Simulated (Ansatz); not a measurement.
Consider a test of the smearing width of EuZn, space group Pm-3m (Ansatz 0.2.0 through its Python package).

The script, `smear_euzn.py`:
```python
import warnings

import ansatz as az
import pandas as pd

warnings.simplefilter("ignore", az.DeckWarning)

cell = (
    az.Lattice.from_parameters(3.808, 3.808, 3.808, alpha=90.0, beta=90.0, gamma=90.0)
    .atom("Eu", (0.0, 0.0, 0.0))
    .atom("Zn", (0.5, 0.5, 0.5))
    .moments(Eu=9.1)
)

setup = (
    cell.calculation()
    .functional("r2SCAN")
    .eigensolver("auto")
    .spin("collinear")
    .basis(300, xc_grid=3)
    .scf(lower_state_search="standard")
    .kpoints(length=22)
    .pseudopotentials("paw")
)

rows = []
for value in [0.5, 0.3, 0.2, 0.1]:
    data = setup.occupations("methfessel_paxton", width=value).run(threads=1, pin="off").report
    rows.append((value, data["free_energy_ev"] / len(data["lattice"]["sites"]), data["n_iterations"], data["magnetization_mub"], data["n_kpoints"]))

table = pd.DataFrame(rows, columns=["width (eV)", "F/atom (eV)", "iterations", "moment (muB)", "k-points"])
print(table.round(5).to_string(index=False))

for row in rows[:-1]:
    shift = 1000 * (row[1] - rows[-1][1])
    print(f"{row[0]}: {shift:+.2f} meV/atom" + ("  (within 2 meV)" if abs(shift) < 2 else ""))
```

How much does the free energy per atom change between the narrowest and the widest smearing, and why?

Going from 0.1 to 0.5 eV changes F by +39.6 meV an atom. This scheme is built to cancel the term in the square of the width, but that needs a smooth density of states and a fine mesh, and here a sizeable shift remains.

The output:

```console
$ python smear_euzn.py
 width (eV)  F/atom (eV)  iterations  moment (muB)  k-points
        0.5  -6053.04665          24       7.05673        20
        0.3  -6053.07079          20       7.05236        20
        0.2  -6053.08194          21       7.03106        20
        0.1  -6053.08627          17       6.98869        20
0.5: +39.62 meV/atom
0.3: +15.48 meV/atom
0.2: +4.33 meV/atom
```

The cutoff lies under the one recommended for these potentials. Open f shells: without a Hubbard U, without spin-orbit coupling; the state reached hangs on the start and needn't be the lowest. The mesh is modest for a metal, so energies can be off by several to tens of meV an atom and pressures by half a GPa or more; differences at equal mesh fare better. The narrowest width needs the finest mesh, so the last row is no converged reference. r2SCAN tends to overestimate the moments of itinerant magnets. The starting cell is as deposited in a crystallographic database; the results hold for this polymorph, which needn't be the stable one. The script silences the warnings on its input, which a real study should read. Finished in 38 s on 1 thread of Arm Neoverse V1, on a shared host, peak memory 0.5 GiB.

(Lines on the test bed's own set-up are left out of the output.)
